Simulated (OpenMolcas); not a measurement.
# Re⁵⁺ among point charges: CASSCF and CASPT2 levels and susceptibility

Aim: the splitting of the states of Re⁵⁺ in the field of 3 point charges, its lowest levels with spin-orbit coupling and its magnetic susceptibility.

Method: state-averaged CASSCF and CASPT2, spin-orbit coupling by RASSI with atomic mean-field integrals. Code: OpenMolcas 26.06.

**1. Starting point**

| Quantity | Value |
| --- | --- |
| Species | Re⁵⁺ (rhenium, Z = 75, 70 electrons) |
| Basis | ANO-RCC-VDZP [7s6p4d2f1g], 68 functions |
| Scalar Hamiltonian | DKH2, point nucleus |
| Inactive shells | 1s 2s 2p 3s 3p 3d 4s 4p 4d 4f 5s 5p |
| Active space | 2 electrons in 5 orbitals (5d) |
| Some configurations of this space | 5d2 |
| Orbitals | optimised for each spin and parity, averaged over all roots |

The outer shells:

5d2
```
5d [↑ ][↑ ][  ][  ][  ]
```

The ion sits among 3 point charges of -2.4 e arranged as a planar triangle (D3h), 2.12 Å from the ion.

The work runs as a chain of OpenMolcas steps in one folder; each step below is one input file. Labels, J, g values, rates, χT and fits are worked out afterwards by a script from the matrices that RASSI stores.

**2. GATEWAY and SEWARD: basis and integrals**

a.inp

```
&GATEWAY
Coord
1

Re 0.0 0.0 0.0
Basis=ANO-RCC-VDZP
Group=NoSym
NoMove
AngMom=0.0 0.0 0.0
AMFI
XField
3 Angstrom 0
2.120000 0.000000 0.000000 -2.400000
-1.060000 1.835974 0.000000 -2.400000
-1.060000 -1.835974 0.000000 -2.400000
&SEWARD
```

The run is started by

```console
$ OMP_NUM_THREADS=1 MOLCAS_MEM=1689 MOLCAS_PROJECT=a pymolcas a.inp > a.log
```

**3. Reference wave functions, triplets, 10 roots**

a.inp

```
&RASSCF
FileOrb=start.orb
Symmetry=1
Spin=3
nActEl=2 0 0
Inactive=34
Ras2=5
CIRoot=10 10 1
SDav=10
CIMx=300
Iter=120 100
PrWF=0.3
OrbListing=Nothing
MaxOrb=0
>>> COPY $Project.JobIph JOB001
```

start.orb holds the contracted functions of the basis, ordered by shell, or the orbitals of the step before.

**4. CASSCF: singlets, 15 roots**

a.inp

```
&RASSCF
FileOrb=start.orb
Symmetry=1
Spin=1
nActEl=2 0 0
Inactive=34
Ras2=5
CIRoot=15 15 1
SDav=15
CIMx=300
Iter=120 100
PrWF=0.3
OrbListing=Nothing
MaxOrb=0
>>> COPY $Project.JobIph JOB002
```

**5. RASSI: spin-orbit coupling between the states**

a.inp

```
&RASSI
NrOfJobIphs=2 10 15
1 2 3 4 5 6 7 8 9 10
1 2 3 4 5 6 7 8 9 10 11 12 13 14 15
IphNames
JOB001
JOB002
EJob
SpinOrbit
DIPRint=1.0
SOCoupling=1000.0
Subsets=2
Property=9
'ANGMOM' 1 'ANGMOM' 2 'ANGMOM' 3 'MLTPL  1' 1 'MLTPL  1' 2 'MLTPL  1' 3
'AMFI' 1 'AMFI' 2 'AMFI' 3
SOProperty=3
'ANGMOM' 1 'ANGMOM' 2 'ANGMOM' 3
```

**6. CASPT2: IPEA 0.25, imaginary shift 0.1 (closed shells correlated: 4f 5s 5p)**

a.inp

```
>>> COPY JOB001 $Project.JobIph
&CASPT2
Multistate=10 1 2 3 4 5 6 7 8 9 10
NoMult
Frozen=23
IPEA=0.25
Imaginary=0.1
MaxIter=60
WThr=0.0 0.3 0.05
PrWF=0.5
NoMix
>>> COPY JOB002 $Project.JobIph
&CASPT2
Multistate=15 1 2 3 4 5 6 7 8 9 10 11 12 13 14 15
NoMult
Frozen=23
IPEA=0.25
Imaginary=0.1
MaxIter=60
WThr=0.0 0.3 0.05
PrWF=0.5
NoMix
```

(Steps that only read results are left out.)

**Question.** What will these runs give? Wanted: spin-free ground state; first state of the same spin within the active space; lowest level; next level.

The runs gave:

```
                                            quantity                                                                           value
                                              method  SS-CASPT2, IPEA 0.25, imaginary shift 0.1 (closed shells correlated: 4f 5s 5p)
                              spin-free ground state                                                  3E, 2-fold in its orbital part
first state of the same spin within the active space                                                                3A2 at 1220 cm⁻¹
                                        lowest level                                                                       1-fold A1
                                          next level                                                                     3340.6 cm⁻¹
                                         χT at 300 K                                                                  0.03 cm³ K/mol
                           effective moment at 300 K                                                                         0.46 μB
```

Cost by method:

```tsv
method	time of its own steps	time with the reference
A. CASSCF	4.7 s	4.7 s
B. SS-CASPT2, IPEA 0.25, imaginary shift 0.1, +4f 5s 5p	5.9 s	11 s
```

Times are of one thread on a shared host.

In words: The spin-free ground state (3E) comes to 71 % from free-ion F terms and keeps the highest spin of the shell. χT at 300 K is 0.03, against 1.00 cm³ K/mol for the spin alone, so spin-orbit coupling lowers it. CASPT2 does not keep the components of a term degenerate, and the means are used. The field of point charges can differ much from that of real complexes. Point charges carry no covalency, so the field is a model and not that of real ligands.
